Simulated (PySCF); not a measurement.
# C16H15FO: NMR shifts, electronic excitations, part 2 of 2

PySCF 2.14.0. Atoms count from 0. The steps go on from the part before.

## Step 6: Electronic excitations: TDDFT wB97X-D/def2-SVPD

Job settings and geometry (Å):

```
{"job": {"kind": "uv", "xc": "wB97X-D", "grid": 1, "kgrid": 1, "vcut": null, "nstates": 8, "ntriplets": 3, "tda": false, "delta": ["ip_vertical", "ea_vertical"], "pop": false, "basis": "def2-SVPD"}, "charge": 0, "multiplicity": 1}
C      6.948531     1.756881     0.064376
C      5.926111     1.916599    -0.785283
C      4.501849     1.784739    -0.472699
C      3.999332     1.381654     0.775455
C      2.638589     1.275376     1.018911
C      1.695956     1.570167     0.017984
C      0.246021     1.455155     0.268409
C     -0.635230     1.049201    -0.739816
C     -2.005951     0.936670    -0.518092
C     -2.533066     1.235945     0.743476
O     -3.838197     1.161435     1.062550
C     -4.765834     0.758698     0.081535
C     -6.137600     0.752984     0.708037
C     -1.663447     1.644821     1.764884
C     -0.303019     1.749819     1.529069
C      2.179040     1.971676    -1.233352
C      3.543219     2.067116    -1.454912
F      3.954979     2.458970    -2.663551
H      6.808094     1.507354     1.119748
H      7.978889     1.876619    -0.277263
H      6.145402     2.176312    -1.824606
H      4.702569     1.129558     1.571933
H      2.295153     0.928675     1.995419
H     -0.241153     0.786805    -1.724450
H     -2.650652     0.605909    -1.332351
H     -4.729122     1.452707    -0.779286
H     -4.503670    -0.247381    -0.296502
H     -6.407780     1.758910     1.060676
H     -6.165635     0.068348     1.568157
H     -6.890525     0.425417    -0.023385
H     -2.090195     1.885560     2.740309
H      0.349914     2.094611     2.334115
H      1.502798     2.242702    -2.045540
```

Method: TDDFT wB97X-D/def2-SVPD, vertical, gas phase, core orbitals frozen in the response.

Log:

```text
nearly dependent basis: matrix products in double precision
start: PBE on a coarse grid of 27549 points
cycle   1  E = -791.9138091653  dE =  2.334e+00  |g| = 8.908e-01  |ddm| = 3.258e+01
cycle   2  E = -791.6116982972  dE =  3.021e-01  |g| = 1.459e+00  |ddm| = 1.258e+01
cycle   3  E = -792.0847714019  dE = -4.731e-01  |g| = 3.233e-01  |ddm| = 5.897e+00
cycle   4  E = -792.1092732764  dE = -2.450e-02  |g| = 9.746e-02  |ddm| = 1.699e+00
cycle   5  E = -792.1111827700  dE = -1.909e-03  |g| = 5.198e-02  |ddm| = 5.193e-01
cycle   6  E = -792.1118590596  dE = -6.763e-04  |g| = 1.325e-02  |ddm| = 2.353e-01
cycle   7  E = -792.1118944066  dE = -3.535e-05  |g| = 6.412e-03  |ddm| = 6.514e-02
final grid: 120453 points
cycle   8  E = -792.9654501570  dE = -1.300e-02  |g| = 7.770e-02  |ddm| = 6.065e+00
cycle   9  E = -792.9657180317  dE = -2.679e-04  |g| = 8.349e-02  |ddm| = 6.433e-01
cycle  10  E = -792.9669623857  dE = -1.244e-03  |g| = 1.043e-02  |ddm| = 2.854e-01
cycle  11  E = -792.9669990171  dE = -3.663e-05  |g| = 4.462e-03  |ddm| = 1.103e-01
cycle  12  E = -792.9670059699  dE = -6.953e-06  |g| = 1.624e-03  |ddm| = 2.698e-02
cycle  13  E = -792.9670068126  dE = -8.427e-07  |g| = 4.698e-04  |ddm| = 8.230e-03
cycle  14  E = -792.9670069513  dE = -1.388e-07  |g| = 1.815e-04  |ddm| = 5.264e-03
cycle  15  E = -792.9670069664  dE = -1.503e-08  |g| = 8.074e-05  |ddm| = 1.396e-03
converged SCF energy = -792.9670069664
Vertical ionisation energy (delta-SCF) = 7.5853 eV   <S^2> = 0.793

Static polarisability (au): isotropic 215.250, principal 117.436 177.103 351.211

Singlet excitations
state   eV       nm        f      main configurations
  1   4.4095    281.2   0.91153   H->L 0.86
  2   4.8518    255.5   0.10451   H->L+1 0.39, H-2->L 0.26, H->L+2 0.10
  3   4.9285    251.6   0.01385   H->L+1 0.26, H->L+2 0.26, H-2->L 0.13
  4   5.5657    222.8   0.00078   H-1->L 0.41, H-2->L 0.25, H->L+3 0.17
  5   5.8702    211.2   0.12722   H->L+2 0.33, H-2->L 0.21, H-1->L 0.20
  6   6.2189    199.4   0.05740   H-3->L 0.29, H->L+3 0.19, H-1->L 0.12
  7   6.3165    196.3   0.16319   H->L+3 0.31, H-3->L 0.31
  8   6.4888    191.1   0.52512   H-2->L+2 0.27, H-1->L+2 0.25, H-2->L+1 0.14

Triplet excitations (Tamm-Dancoff, eV): 3.0347 3.8443 4.1693
```

It took 6.8 min on 2 threads of Intel Xeon Platinum 8259CL at 2.50GHz, shared host; peak memory 1.6 GiB.

Frontier orbitals and where they lie:

```tsv
orbital	eV	atoms
HOMO−4	-10.64	C1 18 %, C0 14 %, O10 10 %
HOMO−3	-9.29	C8 22 %, C14 22 %, C13 18 %
HOMO−2	-9.13	C3 23 %, C15 19 %, C4 18 %
HOMO−1	-8.83	C0 12 %, O10 10 %, C16 9 %
HOMO	-7.68	C6 11 %, C2 9 %, O10 9 %
LUMO	0.15	C0 13 %, C5 13 %, C2 12 %
LUMO+1	1.25	C14 16 %, C13 15 %, C8 14 %
LUMO+2	1.48	C4 16 %, C3 16 %, C16 10 %
LUMO+3	1.89	C6 12 %, C9 11 %, C0 11 %
```

With each of the 8 states as a Gaussian band of 0.4 eV half-width at 1/e, the curve within the window shown has maxima at 280 nm (ε 38,000), 194 nm (ε 29,000) L/(mol cm). Beyond the last state computed it falls off for lack of states. The curve at chosen wavelengths:

| nm | ε (L/mol/cm) |
| --- | --- |
| 183 | 14085 |
| 189 | 26023 |
| 194 | 29367 |
| 200 | 24094 |
| 206 | 15898 |
| 211 | 10609 |
| 217 | 6356 |
| 223 | 3650 |
| 228 | 2459 |
| 234 | 2387 |
| 240 | 3819 |
| 245 | 6205 |
| 251 | 10658 |
| 257 | 16900 |
| 263 | 24368 |
| 268 | 30495 |
| 274 | 36085 |
| 280 | 38313 |
| 285 | 37235 |
| 291 | 32985 |
| 297 | 26805 |
| 302 | 21251 |
| 308 | 15091 |
| 314 | 10074 |
| 319 | 6898 |
| 325 | 4188 |

Ground-state properties from the same run:

```tsv
property	computed
dipole moment (D)	2.37
polarisability (Å³)	31.90
HOMO–LUMO gap (eV)	7.83
−ε(HOMO) (eV)	7.68
```

## Step 7: Electronic excitations: TDA PBE0/def2-TZVP

Settings changed since step 6:

```diff
@@ -1,2 +1,2 @@
-{"job": {"kind": "uv", "xc": "wB97X-D", "grid": 1, "kgrid": 1, "vcut": null, "nstates": 8, "ntriplets": 3, "tda": false, "delta": ["ip_vertical", "ea_vertical"], "pop": false, "basis": "def2-SVPD"}, "charge": 0, "multiplicity": 1}
+{"job": {"kind": "uv", "xc": "PBE0", "grid": 1, "kgrid": 1, "vcut": 2.5, "nstates": 6, "ntriplets": 3, "tda": true, "delta": [], "pop": false, "basis": "def2-TZVP"}, "charge": 0, "multiplicity": 1}
 C      6.948531     1.756881     0.064376
```

Method: TDA PBE0/def2-TZVP, vertical, gas phase, core orbitals frozen in the response, virtual orbitals cut by energy.

Log:

```text
nearly dependent basis: matrix products in double precision
start: PBE on a coarse grid of 27549 points
cycle   1  E = -792.9063947595  dE =  2.477e+00  |g| = 1.005e+00  |ddm| = 7.652e+00
cycle   2  E = -792.5517146943  dE =  3.547e-01  |g| = 1.626e+00  |ddm| = 1.103e+01
cycle   3  E = -793.1059723127  dE = -5.543e-01  |g| = 3.628e-01  |ddm| = 9.544e+00
cycle   4  E = -793.1337716845  dE = -2.780e-02  |g| = 1.253e-01  |ddm| = 8.375e-01
cycle   5  E = -793.1368732513  dE = -3.102e-03  |g| = 6.371e-02  |ddm| = 2.365e-01
cycle   6  E = -793.1378603273  dE = -9.871e-04  |g| = 1.664e-02  |ddm| = 7.801e-02
cycle   7  E = -793.1379192174  dE = -5.889e-05  |g| = 6.842e-03  |ddm| = 3.026e-02
final grid: 120453 points
cycle   8  E = -793.1534620912  dE = -1.178e-02  |g| = 7.191e-02  |ddm| = 1.117e+00
cycle   9  E = -793.1524740721  dE =  9.880e-04  |g| = 1.053e-01  |ddm| = 2.347e-01
cycle  10  E = -793.1544745144  dE = -2.000e-03  |g| = 1.379e-02  |ddm| = 1.928e-01
cycle  11  E = -793.1545054082  dE = -3.089e-05  |g| = 5.790e-03  |ddm| = 3.920e-02
cycle  12  E = -793.1545130117  dE = -7.603e-06  |g| = 2.115e-03  |ddm| = 1.197e-02
cycle  13  E = -793.1545141355  dE = -1.124e-06  |g| = 6.989e-04  |ddm| = 3.216e-03
cycle  14  E = -793.1545142475  dE = -1.120e-07  |g| = 2.343e-04  |ddm| = 1.288e-03
cycle  15  E = -793.1545142590  dE = -1.151e-08  |g| = 6.045e-05  |ddm| = 4.718e-04
converged SCF energy = -793.1545142590

Static polarisability (au): isotropic 218.706, principal 111.426 174.568 370.125

Singlet excitations
state   eV       nm        f      main configurations
  1   4.1711    297.2   0.97165   H->L 0.92
  2   4.6058    269.2   0.05989   H->L+1 0.38, H-2->L 0.22, H-1->L 0.16
  3   4.7578    260.6   0.00913   H->L+1 0.34, H->L+2 0.23, H-3->L 0.18
  4   5.0844    243.9   0.26622   H-1->L 0.60, H->L+2 0.14, H->L+3 0.11
  5   5.4112    229.1   0.01439   H-3->L 0.54, H->L+1 0.18, H-2->L 0.13
  6   5.5087    225.1   0.06602   H->L+2 0.37, H-2->L 0.27, H-1->L+1 0.12

Triplet excitations (Tamm-Dancoff, eV): 2.8178 3.6721 3.9530
```

It took 3.7 min on 2 threads of Intel Xeon Platinum 8259CL at 2.50GHz, shared host; peak memory 1.6 GiB.

## Step 8: Outcome

What follows sums up all 2 parts.

```
                                                               quantity                                                                                               value
                                                            point group                                                                                                  C1
                                   rotational constants (main isotopes)                                                                                1.63, 0.14, 0.13 GHz
13C shifts against TMS (PBE0/pcSseg-2, means over atoms taken as alike)  172.5, 169.4, 154.3, 142.1, 139.3, 138.1, 133.7, 131.2, 130.3, 121.7, 121.7, 120.7, 65.6, 17.0 ppm
 1H shifts against TMS (PBE0/pcSseg-2, means over atoms taken as alike)                                      8.06, 7.80, 7.50, 7.46, 7.38, 7.11, 6.18, 5.53, 3.85, 1.45 ppm
                                 17O shifts against H2O (PBE0/pcSseg-2)                                                                                           130.2 ppm
                               19F shifts against CFCl3 (PBE0/pcSseg-2)                                                                                          -124.2 ppm
                                     lowest singlet (wB97X-D/def2-SVPD)                                                                         4.41 eV (281 nm), f = 0.912
                                                         lowest triplet                                                                                             3.03 eV
```

What this shows: Over 6 steps the energy fell by 0.095 eV; of the close pairs, C16–F17 changed most, 1.354 to 1.336 Å. No frequency check was run at this level, so the end point may be a saddle. At PBE0/pcSseg-2: The largest span, 244 ppm, is at C1, where the paramagnetic term is -196 ppm. NICS(1)zz of -22 ppm above the planar ring from C2 marks a diatropic (aromatic) ring current. NICS(1)zz of -25 ppm above the planar ring from C6 marks a diatropic (aromatic) ring current. The first singlet state (HOMO→LUMO 0.86) lies at 4.41 eV and is bright. The lowest triplet lies 1.37 eV below the lowest singlet (triplets in Tamm-Dancoff, singlets in full TDDFT).
